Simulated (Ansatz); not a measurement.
# CH₃BrFGa: up Jacob's ladder to CCSD(T)

The task here is to estimate one member of a computed series from the others.

Method: functionals in def2-TZVPP, the program's frozen cores in correlated methods; program: Ansatz 0.2.0, Gaussian basis.

Plan: LDA (SPW92), PBE-D4, revPBE-D4, BLYP-D4, r2SCAN-D4, B97M-V, PBE0-D4, B3LYP-D4, r2SCANh-D4, r2SCAN0-D4, HSE06-D4, BHLYP-D4, CAM-B3LYP-D4, LC-ωPBE, ωB97X-V, ωB97M-V, B2PLYP, PBE-QIDH; CCSD(T)/def2-SVP; CCSD(T)/def2-TZVPP; MP2/def2-QZVPP; extrapolation to the limit; RPA on PBE.

## The geometry

All runs share one geometry, relaxed beforehand with PBE0-D4 in a triple-zeta def2 set.

SMILES `[CH3][Ga]([F])[Br]`, 7 atoms, charge 0, spin multiplicity 1.

Atoms are counted from 1 here; the program's logs count them from 0.

Bond lengths: C1–Ga2 1.941 Å, C1–H5 1.089 Å, C1–H6 1.090 Å, C1–H7 1.092 Å, Ga2–F3 1.752 Å, Ga2–Br4 2.277 Å. Angles: Ga2–C1–H5 110.5°, Ga2–C1–H6 109.7°, Ga2–C1–H7 109.0°, H5–C1–H6 110.2°, H5–C1–H7 109.0°, H6–C1–H7 108.5°, C1–Ga2–F3 120.9°, C1–Ga2–Br4 126.9°, F3–Ga2–Br4 112.3°.

Set-up of the first run:

File in.yaml:

```yaml
crystal:
  periodic: [false, false, false]
  atoms:
    - {symbol: C, position_ang: [0.017462, 0.998487, -0.021564]}
    - {symbol: Ga, position_ang: [0.038684, -0.940052, 0.083412]}
    - {symbol: F, position_ang: [1.197462, -1.772373, 1.099476]}
    - {symbol: Br, position_ang: [-1.328866, -2.383278, -1.026230]}
    - {symbol: H, position_ang: [-0.946552, 1.349226, -0.387313]}
    - {symbol: H, position_ang: [0.222690, 1.421759, 0.962012]}
    - {symbol: H, position_ang: [0.799129, 1.326232, -0.709794]}
basis:
  gaussian: {orbitals: def2-TZVPP}
hamiltonian: {xc: lda}
output: {orbitals: {seedname: orbitals}}
```

Started as:

```sh
$ ansatz run in.yaml --threads 4 --pin off --events-out ev --progress --plain --max-ram 10444MiB
```

Among the steps run: LDA; PBE-D4 (GGA); revPBE-D4 (GGA); BLYP-D4 (GGA); r2SCAN-D4 (meta-GGA); B97M-V (meta-GGA); PBE0-D4 (hybrid); B3LYP-D4 (hybrid); r2SCANh-D4 (hybrid); r2SCAN0-D4 (hybrid); HSE06-D4 (hybrid); BHLYP-D4 (hybrid); CAM-B3LYP-D4 (range-separated); LC-ωPBE (range-separated); ωB97X-V (range-separated); ωB97M-V (range-separated); B2PLYP (double hybrid); PBE-QIDH (double hybrid).

One of the session's tables, all rows but one given; the rest of the session is left out.

It belongs to the step «Frontier levels by functional». 

```
  functional  HOMO (eV)  gap (eV)
 LDA (SPW92)      -7.38      5.23
      PBE-D4      -7.20      5.35
   revPBE-D4      -7.14      5.42
     BLYP-D4      -7.02      5.22
   r2SCAN-D4      -7.54      5.94
      B97M-V      -7.60      5.84
     PBE0-D4          ?         ?
    B3LYP-D4      -8.23      6.89
  r2SCANh-D4      -8.01      6.70
  r2SCAN0-D4      -8.73      7.82
    HSE06-D4      -8.10      6.68
    BHLYP-D4      -9.64      9.32
CAM-B3LYP-D4      -9.84      9.66
     LC-ωPBE     -11.24     12.28
     ωB97X-V     -10.87     11.75
     ωB97M-V     -10.73     11.38
```

**Question.** Estimate the row for PBE0-D4.

**Answer.** HOMO (eV): -8.51; gap (eV): 7.45. In the column «HOMO (eV)» it lies between r2SCAN0-D4 (-8.73) and B3LYP-D4 (-8.23).
